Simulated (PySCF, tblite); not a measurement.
**C₃H₅FN₂Si: geometry, infrared bands and NMR shifts**

Wanted: the infrared bands and NMR shifts of C₃H₅FN₂Si (`F[SiH2]n1ccnc1`), by calculation.

Programs: tblite 0.8.0 and PySCF 2.14.0, with density-fitted response routines of our own. Each step states its level of theory. These are calculated values for one molecule in the gas phase, unless marked as measured. Atoms count from 0, in the outputs and in this text.

### 1 The molecule as given

12 atoms, charge 0, multiplicity 1; geometry from: force field or distance geometry start.

Bonds of the start (Å): F0–Si1 1.61, Si1–N2 1.73, N2–C3 1.37, C3–C4 1.37, C4–N5 1.37, N5–C6 1.32, C6–N2 1.37, Si1–H7 1.50, Si1–H8 1.49, C3–H9 1.09, C4–H10 1.08, C6–H11 1.08.

### 2 Geometry optimisation with GFN2-xTB

Job settings and geometry (Å):

```
{"job": {"kind": "relax", "xc": "GFN2-xTB", "basis": "xTB"}, "charge": 0, "multiplicity": 1}
F      2.647400     1.079100    -0.019800
Si     1.806500    -0.288300     0.006200
N      0.105500     0.039400     0.000900
C     -0.915600    -0.867100     0.009800
C     -2.066300    -0.118800    -0.001700
N     -1.771300     1.221400    -0.048300
C     -0.450600     1.291600    -0.044500
H      2.185100    -1.036600     1.251700
H      2.196300    -1.113100    -1.166100
H     -0.764400    -1.946500     0.054000
H     -3.094100    -0.465000    -0.006200
H      0.122600     2.203300    -0.062100
```

Command:

```sh
OMP_NUM_THREADS=1 python probes_run.py task.json out
```

This one command runs all jobs of the session in turn.

**Question.** This job is followed by: GFN2-xTB harmonic vibrations, gas phase; GIAO PBE0/pcSseg-1 NMR shielding, non-relativistic, gas phase. Predict these results of the whole session: strongest single infrared mode (GFN2-xTB); zero-point energy (GFN2-xTB); ¹³C shifts against TMS (PBE0/pcSseg-1); ¹H shifts against TMS (PBE0/pcSseg-1, means over atoms taken as alike); ¹⁹F shifts against CFCl3 (PBE0/pcSseg-1); ²⁹Si shifts against TMS (PBE0/pcSseg-1); ¹⁵N shifts against NH3 (PBE0/pcSseg-1).

The runs gave:

| quantity | value |
| --- | --- |
| strongest single infrared mode (GFN2-xTB) | 2358 cm⁻¹, 341 km/mol |
| zero-point energy (GFN2-xTB) | 49.4 kcal/mol |
| ¹³C shifts against TMS (PBE0/pcSseg-1) | 141.6, 139.2, 117.6 ppm |
| ¹H shifts against TMS (PBE0/pcSseg-1, means over atoms taken as alike) | 7.61, 7.55, 6.76, 5.69 ppm |
| ¹⁹F shifts against CFCl3 (PBE0/pcSseg-1) | -215.0 ppm |
| ²⁹Si shifts against TMS (PBE0/pcSseg-1) | -13.6 ppm |
| ¹⁵N shifts against NH3 (PBE0/pcSseg-1) | 308.2, 182.4 ppm |

**Reading.** Over 28 steps the energy fell by 0.159 eV; of the close pairs, Si1–H7 changed most, 1.502 to 1.452 Å. All 30 modes are real, so the xTB geometry is a minimum. The strongest single mode, at 2358 cm⁻¹, moves mainly H7 and H8. Unscaled tight-binding wavenumbers are off by several per cent, some by more. Its intensities can rank the bands wrongly. At PBE0/pcSseg-1: The largest span, 527 ppm, is at N5, where the paramagnetic term is -373 ppm. NICS(1)zz of -31 ppm above the planar ring from N2 marks a diatropic (aromatic) ring current.
